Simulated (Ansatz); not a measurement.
## Ge3Pd: band structure with r2SCAN

Ge3Pd:

```
CELL_PARAMETERS angstrom
4.14202 0.00000 0.00000
0.00000 4.14202 0.00000
0.00000 0.00000 4.14202
ATOMIC_POSITIONS crystal
Pd 0.00000 0.00000 0.00000
Ge 0.50000 0.50000 0.00000
Ge 0.50000 0.00000 0.50000
Ge 0.00000 0.50000 0.50000
```

The cell comes from a database or a generator and needn't be the stable form of this composition.

```
Program                             : Ansatz 0.2.0
Task                                : band structure
Functional                          : r2SCAN
Potentials or basis                 : Ansatz PAW
Cutoff                              : 500 eV (not typed: the program's choice for these potentials)
k mesh                              : 7 × 7 × 7
Occupations                         : fermi-dirac, width 0.05 eV
Spin                                : no spin polarisation
Path                                : [["G", "X", "M", "G", "R", "X"], ["M", "R"]]
Points for each segment of the path : 14
```

* Pressure: -2.8 GPa
* Band gap on the k mesh: none (metal or under the smearing width)

Levels at the corners of the path, in eV from the Fermi level:
```tsv
point	band 26	band 27	band 28	band 29	band 30	band 31	band 32	band 33	band 34	band 35
Γ	-2.80	-2.80	-2.80	-1.63	-1.63	1.17	3.05	3.05	3.05	5.95
X	-2.76	-2.54	-0.40	-0.40	-0.12	-0.12	0.56	0.99	2.75	6.12
M	-2.54	-2.22	-2.19	-0.08	0.00	1.11	1.11	2.44	2.44	5.45
Γ	-2.80	-2.80	-2.80	-1.63	-1.63	1.17	3.05	3.05	3.05	5.95
R	-4.59	-2.45	-2.45	-1.68	-1.68	-1.68	-0.16	7.85	7.85	7.89
X	-2.76	-2.54	-0.40	-0.40	-0.12	-0.12	0.56	0.99	2.75	6.12
M	-2.54	-2.22	-2.19	-0.08	0.00	1.11	1.11	2.44	2.44	5.45
R	-4.59	-2.45	-2.45	-1.68	-1.68	-1.68	-0.16	7.85	7.85	7.89
```

Run time: 7 s on 2 threads of Arm Neoverse V2 (shared host), peak memory 0.51 GiB.

Caveat: the PAW data sets come from PBE, with cores solved anew for the run's functional, which leaves a small shift of forces and pressure.
